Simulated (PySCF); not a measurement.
# AsPSb2 (PAsSbSb tetrahedron): the cost of one run

Computed with PySCF 2.14.0, with density-fitted response routines of our own, on a single molecule in the gas phase. Atoms count from 0, in the outputs and in this text.

**1. The starting structure**

4 atoms, charge 0, multiplicity 1; geometry from: GFN2-xTB. The atoms were then displaced at random by about 0.03 Å, so the start is not that level's minimum.

Bonds of the start (Å): P0–As1 2.19, P0–Sb2 2.40, P0–Sb3 2.48, As1–Sb2 2.57, As1–Sb3 2.64, Sb2–Sb3 2.79.

**2. Optimising the geometry at PBE0-D3(BJ)/def2-SVP**

Job settings and geometry (Å):

```
{"job": {"xc": "PBE0", "basis": "def2-SVP", "d3": "d3bj", "grid": 1, "maxiter": 40, "shake": 0.03, "kind": "geom"}, "charge": 0, "multiplicity": 1}
P     -1.178010     0.287000    -0.515890
As    -0.358650    -0.967540     1.079690
Sb     0.653920     1.350300     0.603970
Sb     0.966030    -0.760200    -1.198240
```

Run with:

```bash
$ OMP_NUM_THREADS=1 python probes_run.py task.json out
```

The driver reads the jobs from task.json and runs them one after another.

**Question.** How long does this first job take on 1 thread of Arm Neoverse V2, shared host, and how much memory does it need?

About 70 s, with a peak of 0.38 GiB.
